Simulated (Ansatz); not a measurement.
**H₅OPSeSi: basis-set convergence**

The task here is to estimate one member of a computed series from the others.

Program: Ansatz 0.2.0, Gaussian basis. Level of theory: one geometry, several basis sets. These are calculated values, not measurements.

Plan: PBE0-D4/def2-SVP; ωB97M-V/def2-SVP; PBE0-D4/def2-QZVPP; ωB97M-V/def2-QZVPP; the functionals' def2-TZVPP values are taken from earlier runs.

### The geometry

All runs share one geometry, relaxed beforehand with PBE0-D4 in a triple-zeta def2 set.

9 atoms, charge 0, spin multiplicity 1.

Atoms are counted from 1 here; the program's logs count them from 0.

Bond lengths: O1–P2 1.661 Å, O1–H5 0.960 Å, P2–Si3 2.260 Å, P2–H6 1.426 Å, Si3–Se4 2.280 Å, Si3–H7 1.489 Å, Si3–H8 1.485 Å, Se4–H9 1.470 Å. Angles: P2–O1–H5 109.3°, O1–P2–Si3 99.3°, O1–P2–H6 98.8°, Si3–P2–H6 93.1°, P2–Si3–Se4 109.9°, P2–Si3–H7 107.3°, P2–Si3–H8 113.4°, Se4–Si3–H7 111.8°, Se4–Si3–H8 104.2°, H7–Si3–H8 110.2°, Si3–Se4–H9 92.9°.

The first run:

The input, in.yaml:

```yaml
crystal:
  periodic: [false, false, false]
  atoms:
    - {symbol: O, position_ang: [-1.092747, -1.106262, 1.390978]}
    - {symbol: P, position_ang: [-1.087937, -0.841211, -0.249212]}
    - {symbol: Si, position_ang: [0.321016, 0.923564, -0.331769]}
    - {symbol: Se, position_ang: [2.461928, 0.223800, 0.022623]}
    - {symbol: H, position_ang: [-0.950631, -2.040285, 1.561998]}
    - {symbol: H, position_ang: [-2.248226, -0.016597, -0.339357]}
    - {symbol: H, position_ang: [0.160161, 1.557605, -1.669127]}
    - {symbol: H, position_ang: [0.081827, 1.921237, 0.742017]}
    - {symbol: H, position_ang: [2.443109, -0.668252, -1.145050]}
basis:
  gaussian: {orbitals: def2-SVP}
hamiltonian: {xc: pbe0, dispersion: d4}
output: {orbitals: {seedname: orbitals}}
```

Steps of the session up to this table: PBE0-D4 in def2-SVP; ωB97M-V in def2-SVP; PBE0-D4 in def2-QZVPP; ωB97M-V in def2-QZVPP.

One of the session's tables, all rows but one given; the rest of the session is left out.

It belongs to the step «Functionals by basis». 

```
functional       basis  HOMO (eV)
   PBE0-D4    def2-SVP      -6.77
   PBE0-D4  def2-TZVPP      -6.87
   PBE0-D4  def2-QZVPP          ?
   ωB97M-V    def2-SVP      -8.83
   ωB97M-V  def2-TZVPP      -8.96
   ωB97M-V  def2-QZVPP      -9.00
```

**Question.** Estimate the row for PBE0-D4, def2-QZVPP.

As computed: HOMO (eV): -6.90. In the column «HOMO (eV)» it lies between ωB97M-V, def2-SVP (-8.83) and PBE0-D4, def2-TZVPP (-6.87).
